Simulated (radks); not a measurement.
# The series with 34 electrons, Se to Sb¹⁷⁺

The task here is to estimate one member of a computed series from the others.

Method: Dirac Kohn-Sham, PBE, spin-unpolarised, spherical densities, finite nucleus; open shells are shared between the two j in proportion to 2j + 1. Code: radks (a radial shooting solver on a logarithmic mesh, Libxc functionals) version 1.

### The system

```
electrons     : 34
ions          : Se, Br⁺, Kr²⁺, Rb³⁺, Sr⁴⁺, Zr⁶⁺, Nb⁷⁺, Mo⁸⁺, Tc⁹⁺, Ru¹⁰⁺, Rh¹¹⁺, Pd¹²⁺, Ag¹³⁺, Cd¹⁴⁺, In¹⁵⁺, Sn¹⁶⁺, Sb¹⁷⁺
configuration : [Ar] 3d10 4s2 4p4
```

The outer shells:

[Ar] 3d10 4s2 4p4
```
[Ar] core
3d [↑↓][↑↓][↑↓][↑↓][↑↓]
4s [↑↓]
4p [↑↓][↑ ][↑ ]
```

Set-up of the first run:

Settings of this run:

```text
Z 34
configuration [Ar] 3d10 4s2 4p4
relativity Dirac
functional pbe,pbe
spin unpolarised
j_filling average
nucleus finite rms 4.14 fm
c 137.035999084
```

Among the steps run: Se; Br⁺; Kr²⁺; Rb³⁺; Sr⁴⁺; Zr⁶⁺; Nb⁷⁺; Mo⁸⁺; Tc⁹⁺; Ru¹⁰⁺; Rh¹¹⁺; Pd¹²⁺; Ag¹³⁺; Cd¹⁴⁺; In¹⁵⁺; Sn¹⁶⁺; Sb¹⁷⁺.

One of the session's tables, all rows but one given; the rest of the session is left out.

```
  ion  E (hartree)  ε(3d3/2) (eV)  ε(3d5/2) (eV)  ε(4s1/2) (eV)  ε(4p1/2) (eV)
   Se  -2430.09341        -53.639        -52.745        -17.282         -6.765
  Br⁺  -2606.10898        -78.536        -77.450        -30.387        -17.853
 Kr²⁺  -2789.00498        -107.57        -106.26        -46.066        -31.517
 Rb³⁺  -2978.78131        -140.36        -138.80        -64.023        -47.467
 Sr⁴⁺  -3175.44768        -176.71        -174.87        -84.111        -65.556
 Zr⁶⁺  -3589.51906        -259.63        -257.11        -130.37        -107.83
 Nb⁷⁺  -3806.96735        -306.07        -303.15        -156.46        -131.92
 Mo⁸⁺  -4031.39112        -355.76        -352.40        -184.47        -157.94
 Tc⁹⁺  -4262.82185        -408.68        -404.82        -214.40        -185.87
Ru¹⁰⁺  -4501.28641        -464.81        -460.40        -246.24        -215.70
Rh¹¹⁺  -4746.82114        -524.12        -519.11        -279.97        -247.42
Pd¹²⁺  -4999.45807        -586.60        -580.93        -315.60        -281.03
Ag¹³⁺  -5259.23535        -652.24        -645.85        -353.12        -316.52
Cd¹⁴⁺  -5526.18768        -721.03        -713.85        -392.53        -353.89
In¹⁵⁺  -5800.36006        -792.97        -784.93        -433.83        -393.15
Sn¹⁶⁺            ?              ?              ?              ?              ?
Sb¹⁷⁺  -6370.52152        -946.28        -936.29        -522.15        -477.35
```

Estimate the missing values for Sn¹⁶⁺.

The run gave: E (hartree): -6081.78957; ε(3d3/2) (eV): -868.05; ε(3d5/2) (eV): -859.08; ε(4s1/2) (eV): -477.04; ε(4p1/2) (eV): -434.30. In the column «E (hartree)» it lies between Sb¹⁷⁺ (-6370.52152) and In¹⁵⁺ (-5800.36006).

The configuration is held, so it need not be the ground state of every ion.
